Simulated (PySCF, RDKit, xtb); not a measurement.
# Solving SiH4SO2, step by step

Given the formula SiH4SO2 and nothing else, which arrangement of the atoms is the most stable in the gas at 298.15 K, and what are its properties?

The funnel: GFN2-xTB relaxations, single points with a density functional, relaxations at PBE0-D3(BJ)/def2-SVP, harmonic vibrations (at GFN2-xTB), and a last energy at a higher level. All values are calculated.

1 further run of the same task is left out (set aside as unsound or not needed).

### Step 1. Possible bonding patterns

All bonding patterns within simple valence rules are listed by program: one Lewis structure each, at most two rings and one unusual centre or charged pair. O–O, O–halogen and N–halogen bonds and N–N–N chains are not drawn. That gives 21 candidates.

c035 O[Si-](O)[SH2+]; c064 O/[SiH]=[SH]/O; c070 O=[S@H](O)=[SiH2]; c101 O[SH](O)#[SiH]; c136 O[Si-]([OH2+])S; c213 O[SiH2]OS; c432 O=[SH](=O)[SiH3]; c451 O[SiH-][OH+]S; c541 OS[OH+][SiH2-]; c583 O[SiH2]SO; c584 O=[SH]O[SiH3]; c590 O=[Si@H-](O)[SH2+]; c657 OS(O)=[SiH2]; c665 O[S@@H]1O[SiH2]1; c721 [OH2+][SiH-]OS; c732 O=[SH][SiH2]O; c738 O=[S@](O)[SiH3]; c800 OS[SiH-][OH2+]; c956 O[SiH](O)S; c973 O/[SiH]=[SH]\O; c997 OSO[SiH3].

Candidates are built by distance geometry, with a force field where one applies, in up to four conformers (letters a to d). 14 starts with atoms placed at random are added, to find patterns that the rules miss.

**Question.** With final energies at CCSD(T)/def2-SVP + MP2/def2-TZVPP - MP2/def2-SVP, which structure will this search put lowest in free energy, and by what margin?

| quantity | value |
| --- | --- |
| lowest structure found | O[SiH](O)S, singlet |
| next finalist | [O][SiH]([OH2])[SH] ‡, singlet, 47.0 kcal/mol higher in G |
| share at equilibrium, among the finalists | 100.0 % |
| lowest excitation (TD-B3LYP/def2-SVPD) | 5.92 eV (f = 0.020) |
| strongest of the states computed, same level | 6.70 eV (f = 0.044) |
| lowest triplet excitation, same level, Tamm-Dancoff | 5.56 eV |

The search ends on `O[SiH](O)S`. Among the finalists first place is clear (47.0 kcal/mol); structures outside the list aren't covered. PBE0-D3(BJ)/def2-SVP, HF/def2-SVP and MP2/def2-SVP already put its bonding pattern lowest among the structures in one piece. Lowest found is not proven lowest: the search is finite, and each finalist counts with one conformer. Patterns outside the rules of the enumeration were met only by chance.

‡ marks the bonded skeleton alone, with all bonds drawn single: no Lewis structure was assigned that passes a check against the bond lengths.
